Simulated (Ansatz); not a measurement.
C3H6Se, SMILES CC1C[Se]1: an atomisation energy, run with Ansatz's Python interface.

Script `c3h6se.py`:
```python
"""Atomisation energy of C3H6Se at the given geometry."""

from collections import Counter

import ansatz as az


def total_energy(molecule, charge=0, unpaired=0):
    calc = molecule.calculation().basis(gaussian="6-31G*").functional("r2scan0")
    if charge:
        calc = calc.charge(charge)
    if unpaired:
        calc = calc.spin("collinear", total=unpaired)
    return calc.run().report["free_energy_ev"]

geometry_ang = [
    ("C", [-0.7014, 0.9258, 0.1589]),
    ("C", [0.1067, -0.0593, -0.5835]),
    ("C", [0.8456, -0.963, 0.2705]),
    ("Se", [-0.5823, -1.8614, -0.5713]),
    ("H", [-1.5151, 1.3575, -0.5687]),
    ("H", [-1.265, 0.5428, 1.0251]),
    ("H", [-0.0839, 1.8139, 0.4918]),
    ("H", [0.6522, 0.262, -1.5323]),
    ("H", [0.7635, -0.7998, 1.4213]),
    ("H", [1.8628, -1.2697, -0.1088]),
]
c3h6se = az.Crystal.molecule()
for symbol, xyz in geometry_ang:
    c3h6se = c3h6se.atom(symbol, xyz)

# unpaired electrons of the ground-state atoms
unpaired = {"C": 2, "Se": 2, "H": 1}
counts = Counter(site.symbol for site in c3h6se.cartesian_sites)
atom_energy = {s: total_energy(az.Crystal.molecule().atom(s, (0, 0, 0)), 0, unpaired[s]) for s in counts}
whole = total_energy(c3h6se, 0, 0)
for s, e in atom_energy.items():
    print(f"{s:2s} x{counts[s]}  {e:14.5f} eV")
print(f"C3H6Se: {whole:.5f} eV")
split = sum(counts[s] * e for s, e in atom_energy.items()) - whole
print(f"atomisation energy (no zero-point term): {split:.3f} eV, {split / sum(counts.values()):.3f} eV an atom")
```

What does it cost to take this molecule apart into atoms?

38.381 eV from the electronic energies, without the zero-point term.

The run itself:

```console
$ python c3h6se.py
C  x3     -1029.18038 eV
Se x1    -65339.30596 eV
H  x6       -13.55743 eV
C3H6Se: -68546.57290 eV
atomisation energy (no zero-point term): 38.381 eV, 3.838 eV an atom
```

What to keep in mind:
- Total energies depend on the basis set; only differences at equal settings carry meaning.
- The geometry is a force-field or estimated start, not a minimum of this method, and the basis set is short of its limit. All parts are taken at fixed geometry, without zero-point energy.
- The spin-orbit lowering of heavy atoms is left out.
- The whole script took 4.5 s on 1 thread of Intel(R) Xeon(R) Processor @ 2.30GHz, with other jobs on the host, peak memory 0.3 GiB.
